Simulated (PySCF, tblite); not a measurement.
# C₇H₁₇B: geometry, infrared bands and NMR shifts

What infrared bands and NMR shifts should C₇H₁₇B (`B[C@H](CCC)C(C)C`) show?

The runs use tblite 0.8.0 and PySCF 2.14.0, with density-fitted response routines of our own; the level of theory stands in each step. All values are computed, except where a source is named. Atoms are numbered from 0 throughout.

### 1 The molecule as given

25 atoms, charge 0, multiplicity 1; geometry from: force field or distance geometry start.

Bonds of the start (Å): B0–C1 1.57, C1–C2 1.50, C2–C3 1.51, C3–C4 1.50, C1–C5 1.50, C5–C6 1.50, C5–C7 1.51, B0–H8 1.19, B0–H9 1.19, C1–H10 1.14, C2–H11 1.11, C2–H12 1.10, C3–H13 1.13, C3–H14 1.13, C4–H15 1.10, C4–H16 1.11, C4–H17 1.11, C5–H18 1.11, C6–H19 1.11, C6–H20 1.10, C6–H21 1.13, C7–H22 1.10, C7–H23 1.11, C7–H24 1.10.

### 2 Relaxing the molecule with GFN2-xTB

What the job is given:

```
{"job": {"kind": "relax", "xc": "GFN2-xTB", "basis": "xTB"}, "charge": 0, "multiplicity": 1}
B     -0.582000     0.391100     1.695000
C     -0.285700    -0.355400     0.350000
C      1.017100     0.055900    -0.260300
C      2.182700    -0.201100     0.671600
C      3.482700     0.214200     0.055600
C     -1.465100    -0.330000    -0.574200
C     -1.917900     1.034900    -0.987800
C     -2.616000    -0.989900     0.151800
H     -0.289300     1.533400     1.849500
H     -1.291400    -0.064600     2.536900
H     -0.141800    -1.447000     0.639100
H      1.188500    -0.609300    -1.131100
H      1.040600     1.095100    -0.626400
H      2.194000    -1.304100     0.906500
H      2.034700     0.350400     1.643300
H      3.458100     0.222800    -1.048500
H      3.782800     1.216900     0.412500
H      4.252700    -0.538000     0.337200
H     -1.192700    -0.930000    -1.464400
H     -1.685200     1.836700    -0.261400
H     -1.494400     1.259100    -1.976200
H     -3.043100     1.051200    -1.098800
H     -3.071400    -1.681800    -0.574800
H     -2.229600    -1.536600     1.032600
H     -3.339300    -0.249600     0.510200
```

The run is started by

```
$ OMP_NUM_THREADS=1 python probes_run.py task.json out
```

One launch serves the whole session: the jobs run in the order shown.

**Question.** This job is followed by: GFN2-xTB harmonic vibrations, gas phase; GIAO PBE0/pcSseg-1 NMR shielding, non-relativistic, gas phase. Predict these results of the whole session: strongest single infrared mode (GFN2-xTB); zero-point energy (GFN2-xTB); 13C shifts against TMS (PBE0/pcSseg-1); 1H shifts against TMS (PBE0/pcSseg-1, means over atoms taken as alike); 11B shifts against BF3·OEt2 (PBE0/pcSseg-1); surface potential, 1st and 99th percentile.

**Answer**, as computed:

```
                                                              quantity                                                           value
                             strongest single infrared mode (GFN2-xTB)                                           2664 cm⁻¹, 141 km/mol
                                          zero-point energy (GFN2-xTB)                                                  141.1 kcal/mol
                                13C shifts against TMS (PBE0/pcSseg-1)                    52.7, 44.3, 43.5, 29.6, 27.2, 26.2, 17.8 ppm
1H shifts against TMS (PBE0/pcSseg-1, means over atoms taken as alike)  8.54, 2.06, 1.75, 1.44, 1.44, 1.25, 1.25, 1.18, 1.12, 0.80 ppm
                           11B shifts against BF3·OEt2 (PBE0/pcSseg-1)                                                        98.1 ppm
                                 surface potential, 1st and 99th percentile                                              -0.32 V and 0.90 V
```

Relaxing lowered the energy by 0.780 eV in 119 steps; the close pair that moved most is C1–C5, from 1.499 to 1.552 Å. No mode is imaginary among the 69: a minimum at this level. The strongest single mode, at 2664 cm⁻¹, moves mainly H9 and H8. GFN2-xTB is a fitted tight-binding method: band positions and strengths are rough. Its intensities can rank the bands wrongly. At PBE0/pcSseg-1: The widest tensor belongs to B0: span 218 ppm, with a paramagnetic part of -194 ppm. At PBE0/pcSseg-1, counted by nearest atom on the grid, the HOMO lies on C1 24 %; B0 16 %, the LUMO on B0 47 %; H8, H9 about 13 % each.
